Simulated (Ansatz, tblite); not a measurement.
# SnEt2Ph2 (C16H20Sn): spin states and exact exchange

Aim: set other spin states of SnEt2Ph2 (C16H20Sn) against its singlet, on many levels of theory.

Program: Ansatz 0.2.0, Gaussian basis. Level of theory: as each input shows. These are calculated values, not measurements.

Levels to be run: triplet, at the geometry of the singlet (GFN1-xTB, GFN2-xTB, PBE0-D4/def2-TZVP, PBE-D4/def2-TZVP, r2SCAN-D4/def2-TZVP); the singlet's energies come from earlier runs.

1 further run of the same task is left out (set aside as unsound or not needed).

## Step 1: The geometry

The singlet was relaxed beforehand with PBE-D4/def2-SVP.

37 atoms, charge 0, spin multiplicity 1.

Bond lengths: Sn1–C2 2.188 Å, Sn1–C9 2.188 Å, Sn1–C16 2.166 Å, Sn1–C27 2.166 Å, C2–C3 1.531 Å, C2–H4 1.110 Å, C2–H5 1.110 Å, C3–H6 1.112 Å, C3–H7 1.110 Å, C3–H8 1.111 Å, C9–C10 1.531 Å, C9–H11 1.110 Å, C9–H12 1.110 Å, C10–H13 1.112 Å, C10–H14 1.110 Å, C10–H15 1.111 Å, C16–C17 1.411 Å, C16–C21 1.411 Å and more. Angles: C2–Sn1–C9 109.4°, C2–Sn1–C16 109.6°, C2–Sn1–C27 109.9°, C9–Sn1–C16 110.2°, C9–Sn1–C27 109.8°, C16–Sn1–C27 107.9°, Sn1–C2–C3 112.4°, Sn1–C2–H4 107.0°, Sn1–C2–H5 107.5°, C3–C2–H4 111.7°, C3–C2–H5 111.3°, H4–C2–H5 106.6°, C2–C3–H6 112.0°, C2–C3–H7 111.7°, C2–C3–H8 112.0°, H6–C3–H7 107.1°, H6–C3–H8 106.8°, H7–C3–H8 106.9° and more.

Sn takes a core potential in the def2 sets. No spin-orbit coupling is included.

## Step 2: Triplet at the fixed geometry, GFN1-xTB

Tight binding, by tblite at 300 K electronic temperature and without a spin-polarisation term:

```python
tblite.interface.Calculator('GFN1-xTB', numbers, positions, charge=0, uhf=2).singlepoint()
```

Energy -1275.6381 eV; 0.088 s.

## Step 3: Triplet at the fixed geometry, GFN2-xTB

Tight binding, by tblite at 300 K electronic temperature and without a spin-polarisation term:

```python
tblite.interface.Calculator('GFN2-xTB', numbers, positions, charge=0, uhf=2).singlepoint()
```

Energy -1259.5704 eV; 0.088 s.

## Step 4: Triplet at the fixed geometry, PBE0-D4/def2-TZVP

The input, in.yaml:

```yaml
crystal:
  periodic: [false, false, false]
  atoms:
    - {symbol: Sn, position_ang: [0.533087, -0.003472, 0.372903]}
    - {symbol: C, position_ang: [0.503794, -0.040674, 2.560828]}
    - {symbol: C, position_ang: [0.991543, -1.375594, 3.129277]}
    - {symbol: H, position_ang: [-0.537039, 0.182334, 2.874975]}
    - {symbol: H, position_ang: [1.131194, 0.803555, 2.916700]}
    - {symbol: H, position_ang: [0.958938, -1.391030, 4.240367]}
    - {symbol: H, position_ang: [0.373139, -2.225437, 2.771811]}
    - {symbol: H, position_ang: [2.040494, -1.593978, 2.836284]}
    - {symbol: C, position_ang: [2.606615, 0.005000, -0.326522]}
    - {symbol: C, position_ang: [3.337717, 1.299478, 0.038631]}
    - {symbol: H, position_ang: [2.582434, -0.154252, -1.424676]}
    - {symbol: H, position_ang: [3.110949, -0.881042, 0.113381]}
    - {symbol: H, position_ang: [4.386027, 1.303871, -0.331351]}
    - {symbol: H, position_ang: [2.835595, 2.191416, -0.391467]}
    - {symbol: H, position_ang: [3.385317, 1.453881, 1.137654]}
    - {symbol: C, position_ang: [-0.503251, 1.761771, -0.336673]}
    - {symbol: C, position_ang: [-0.491821, 2.955148, 0.416171]}
    - {symbol: C, position_ang: [-1.147921, 4.107025, -0.049084]}
    - {symbol: C, position_ang: [-1.829058, 4.079845, -1.276262]}
    - {symbol: C, position_ang: [-1.850450, 2.898981, -2.035435]}
    - {symbol: C, position_ang: [-1.194245, 1.748774, -1.566904]}
    - {symbol: H, position_ang: [0.031618, 2.995401, 1.385938]}
    - {symbol: H, position_ang: [-1.129181, 5.030378, 0.551026]}
    - {symbol: H, position_ang: [-2.345557, 4.981078, -1.641340]}
    - {symbol: H, position_ang: [-2.384871, 2.872263, -2.998153]}
    - {symbol: H, position_ang: [-1.227744, 0.827805, -2.172317]}
    - {symbol: C, position_ang: [-0.497934, -1.741001, -0.408999]}
    - {symbol: C, position_ang: [-1.907956, -1.780195, -0.457383]}
    - {symbol: C, position_ang: [-2.580654, -2.914922, -0.939777]}
    - {symbol: C, position_ang: [-1.850861, -4.028585, -1.385381]}
    - {symbol: C, position_ang: [-0.447934, -4.003138, -1.346548]}
    - {symbol: C, position_ang: [0.221540, -2.866780, -0.862290]}
    - {symbol: H, position_ang: [-2.498379, -0.912525, -0.118874]}
    - {symbol: H, position_ang: [-3.681568, -2.929031, -0.969981]}
    - {symbol: H, position_ang: [-2.376968, -4.918075, -1.765188]}
    - {symbol: H, position_ang: [0.129332, -4.873169, -1.697028]}
    - {symbol: H, position_ang: [1.324058, -2.865103, -0.844323]}
basis:
  gaussian: {orbitals: def2-TZVP, fitting: {mean_field: def2-universal-jkfit}}
magnetization: {spin_polarized: true, initial_magnetization: 2}
hamiltonian: {xc: pbe0, dispersion: d4}
scf: {omitted_lower_state_checks: [starts]}
output: {orbitals: {seedname: orbitals}}
```

On the command line:

```console
$ ansatz run in.yaml --threads 2 --pin off --events-out ev --progress --plain --max-ram 32768MiB --backend cuda --devices 0, --max-vram 18GiB
```

The program printed:

```text
Functional definition: PBE0
  name "PBE0"
  cite "Adamo & Barone, J. Chem. Phys. 110, 6158 (1999) doi:10.1063/1.478522"
  cite "Perdew, Burke & Ernzerhof, Phys. Rev. Lett. 77, 3865 (1996) doi:10.1103/PhysRevLett.77.3865"
  parent pbe
  parameter a = 0.25
  parameter kappa = 0.804
  parameter beta = 0.06672455060314922
  exchange = (1 - a)*pbe_x(kappa = kappa, mu = beta*pi^2/3) + a*exact_x
  correlation = pbe_c(beta = beta)
these checks for a lower state are left out or cut short: starts
1778 factors; integrals over basis functions are off by at most 4.3e-1 eV
mean field evaluation 1: about -22696.2798 eV, gradient 8.2e1 eV
mean field evaluation 2: about -22652.8941 eV, gradient 1.2e2 eV
mean field evaluation 4: about -22723.2453 eV, gradient 2.9e1 eV
mean field evaluation 8: about -22730.6936 eV, gradient 2.1e0 eV
mean field evaluation 16: about -22730.7993 eV, gradient 1.8e-1 eV
mean field evaluation 32: about -22730.8103 eV, gradient 1.4e-4 eV
mean field -22730.81033333 eV, -835.3418722533 hartree, gradient 8.6e-6 eV, S^2 2.065760; 0 other end points of the search recorded, 0 dependent functions left out
reference -22730.81039412 eV, -835.3418744872 hartree; 70, 68 occupied and 596, 598 virtual orbitals, 1778 factors
Total energy: -22731.90561572 eV, -835.3821231385 hartree
Checks for a lower state left out: starts
```

Run time: 15 s. Hardware: 1 × H100 (card shared with other runs) with 2 threads of AMD EPYC 7R13, shared host; peak host memory 1.3 GiB.

HOMO -3.01 eV, LUMO -4.47 eV (over both spins; with the spin held, an empty level of the minority spin lies below the top filled one); ⟨S²⟩ 2.066 (pure: 2.00).

## Step 5: Triplet at the fixed geometry, PBE-D4/def2-TZVP

start.molden holds the orbitals of an earlier run on this state, given as this run's starting guess.

in.yaml: that of step 4 with these lines changed.

```diff
@@ -41,5 +41,5 @@
 basis:
-  gaussian: {orbitals: def2-TZVP, fitting: {mean_field: def2-universal-jkfit}}
+  gaussian: {orbitals: def2-TZVP, fitting: {mean_field: def2-universal-jkfit}, initial_orbitals: start.molden}
 magnetization: {spin_polarized: true, initial_magnetization: 2}
-hamiltonian: {xc: pbe0, dispersion: d4}
+hamiltonian: {xc: pbe, dispersion: d4}
 scf: {omitted_lower_state_checks: [starts]}
```

Launched as before.

The program printed:

```text
Functional definition: PBE
  name "PBE"
  cite "Perdew, Burke & Ernzerhof, Phys. Rev. Lett. 77, 3865 (1996) doi:10.1103/PhysRevLett.77.3865"
  parent pbe
  parameter kappa = 0.804
  parameter beta = 0.06672455060314922
  exchange = pbe_x(kappa = kappa, mu = beta*pi^2/3)
  correlation = pbe_c(beta = beta)
these checks for a lower state are left out or cut short: starts
1778 factors; integrals over basis functions are off by at most 4.3e-1 eV
mean field evaluation 1: about -22728.0947 eV, gradient 1.1e1 eV
mean field evaluation 2: about -22728.4620 eV, gradient 5.0e-1 eV
mean field evaluation 4: about -22728.4705 eV, gradient 3.2e-1 eV
mean field evaluation 8: about -22728.4722 eV, gradient 1.8e-3 eV
mean field evaluation 16: about -22728.4722 eV, gradient 6.1e-6 eV
mean field -22728.47223432 eV, -835.2559486996 hartree, gradient 6.1e-6 eV, S^2 2.021311; 0 other end points of the search recorded, 0 dependent functions left out
reference -22728.47231853 eV, -835.2559517942 hartree; 70, 68 occupied and 596, 598 virtual orbitals, 1778 factors
Total energy: -22729.72985102 eV, -835.3021652607 hartree
Checks for a lower state left out: starts
```

Wall time 15 s (1 × H100 (card shared with other runs) with 2 threads of AMD EPYC 7R13, shared host); peak host memory 1.3 GiB.

HOMO -1.88 eV, LUMO -5.40 eV (over both spins; with the spin held, an empty level of the minority spin lies below the top filled one); ⟨S²⟩ 2.021 (pure: 2.00).

## Step 6: Triplet at the fixed geometry, r2SCAN-D4/def2-TZVP

in.yaml: that of step 5 with these lines changed.

```diff
@@ -43,3 +43,3 @@
 magnetization: {spin_polarized: true, initial_magnetization: 2}
-hamiltonian: {xc: pbe, dispersion: d4}
+hamiltonian: {xc: r2scan, dispersion: d4}
 scf: {omitted_lower_state_checks: [starts]}
```

Launched as before.

The program printed, cut to the lines that bear on the results:

```text
Functional definition: r2SCAN
  name "r2SCAN"
  cite "Furness, Kaplan, Ning, Perdew & Sun, J. Phys. Chem. Lett. 11, 8208 (2020) doi:10.1021/acs.jpclett.0c02405"
  cite "Furness, Kaplan, Ning, Perdew & Sun, J. Phys. Chem. Lett. 11, 9248 (2020) doi:10.1021/acs.jpclett.0c03077"
  parent r2scan
[...]
1778 factors; integrals over basis functions are off by at most 4.3e-1 eV
[...]
mean field -22743.57586549 eV, -835.8109969073 hartree, gradient 2.1e-5 eV, S^2 2.072664; 0 other end points of the search recorded, 0 dependent functions left out
reference -22743.57589293 eV, -835.8109979159 hartree; 70, 68 occupied and 596, 598 virtual orbitals, 1778 factors
Total energy: -22743.94702194 eV, -835.8246366551 hartree
Checks for a lower state left out: starts
```

Run time: 17 s. Hardware: 1 × H100 (card shared with other runs) with 2 threads of AMD EPYC 7R13, shared host; peak host memory 1.3 GiB.

Report: HOMO -2.27 eV, LUMO -5.04 eV (over both spins; with the spin held, an empty level of the minority spin lies below the top filled one); ⟨S²⟩ 2.073 (pure: 2.00).

## Step 7: Triplet less singlet, vertical

The singlet's energies are those of its earlier runs, whose logs aren't repeated here.

```
              level  triplet less singlet, vertical (kJ/mol)    time
           GFN1-xTB                                   +391.0  0.15 s
           GFN2-xTB                                   +404.4  0.14 s
   PBE-D4/def2-TZVP                                   +399.4    26 s
r2SCAN-D4/def2-TZVP                                   +383.9    28 s
  PBE0-D4/def2-TZVP                                   +396.9    25 s
```

Times add the two runs; a level without a time comes out of a correlated run. Tight binding without a spin term can't rank spin states.

## Step 8: Summary of results

| quantity | value |
| --- | --- |
| triplet less singlet, vertical, functionals in def2-TZVP | +383.9 (r2SCAN-D4) to +399.4 kJ/mol (PBE-D4) |

In words: All functionals put the triplet above the singlet, over a spread of 15.5 kJ/mol. The checks for a lower triplet were left out, so another state of that spin may lie lower. These are electronic energies, without zero-point motion, entropy or surroundings.
